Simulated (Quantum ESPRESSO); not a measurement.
MoS2: relaxation of the atoms with PBEsol

MoS2, a sheet with vacuum:

```xyz
3
Lattice="3.1610 0.0000 0.0000 -1.5805 2.6828 0.0000 0.0000 0.0000 21.1300" Properties=species:S:1:pos:R:3 pbc="T T T"
S     1.5805    0.8943    9.0000
Mo    0.0000    1.7885   10.5650
S     1.5805    0.8943   12.1300
```

The cell was built by a generator and needn't be a form met in nature.

```
Program             : Quantum ESPRESSO 7.5
Task                : relaxation of the atoms
Functional          : PBEsol
Potentials or basis : PseudoDojo 0.4.1 SR PBEsol standard
Cutoff              : 1088 eV
Density cutoff      : 4354 eV
k mesh              : 10 × 10 × 1
Occupations         : gaussian, width 0.02 eV
Spin                : no spin polarisation
Mixing beta         : 0.5
Most SCF iterations : 120
SCF threshold       : 6e-10 Ry
Most ionic steps    : 40
Forc conv thr       : 0.0004 Ry/bohr
Etot conv thr       : 1e-05 Ry
Ion dynamics        : bfgs
```

| Quantity | Value |
| --- | --- |
| Energy gained by relaxing | 0.2 meV/atom |
| Ionic steps | 4 |
| Largest force after relaxing | 0.006 eV/Å |
| Band gap on the k mesh | 2.05 eV, direct |

Forces on the atoms (eV/Å):
```
S    0.000 -0.002  0.005
Mo   0.000  0.004  0.000
S    0.000 -0.002 -0.005
```

Step by step:
| step | energy change (eV) | largest force (eV/Å) |
| --- | --- | --- |
| 1 | 0.0000 | 0.1455 |
| 2 | -0.0005 | 0.0494 |
| 3 | -0.0006 | 0.0109 |
| 4 | -0.0006 | 0.0058 |

Final structure:
```cif
data_structure
_symmetry_space_group_name_H-M 'P 1'
_symmetry_Int_Tables_number 1
_cell_length_a 3.1610
_cell_length_b 3.1137
_cell_length_c 21.1300
_cell_angle_alpha 90.000
_cell_angle_beta 90.000
_cell_angle_gamma 120.504
_cell_volume 179.19
loop_
_atom_site_label
_atom_site_type_symbol
_atom_site_fract_x
_atom_site_fract_y
_atom_site_fract_z
_atom_site_occupancy
S1 S 0.66710 0.33420 0.42604 1
Mo1 Mo 0.33246 0.66493 0.50000 1
S2 S 0.66710 0.33420 0.57396 1
```

Levels at points of the mesh, in eV from the valence-band top:
| k point | band 10 | band 11 | band 12 | band 13 | band 14 | band 15 | band 16 | band 17 |
| --- | --- | --- | --- | --- | --- | --- | --- | --- |
| (0.00, 0.00, 0.00) | -1.81 | -1.41 | -1.27 | -0.03 | 2.96 | 3.07 | 3.18 | 3.37 |
| (0.00, -0.50, 0.00) | -3.25 | -1.81 | -0.90 | -0.50 | 2.56 | 3.05 | 3.99 | 4.53 |
| (-0.50, 0.00, 0.00) | -3.03 | -1.89 | -0.69 | -0.61 | 2.52 | 3.04 | 4.07 | 4.61 |

Wall time 8.5 min on 1 thread of Intel(R) Xeon(R) Platinum 8375C CPU @ 2.90GHz (Ice Lake), on a shared host, peak memory 0.29 GiB.

As with any semilocal functional, this PBEsol gap is likely too small.
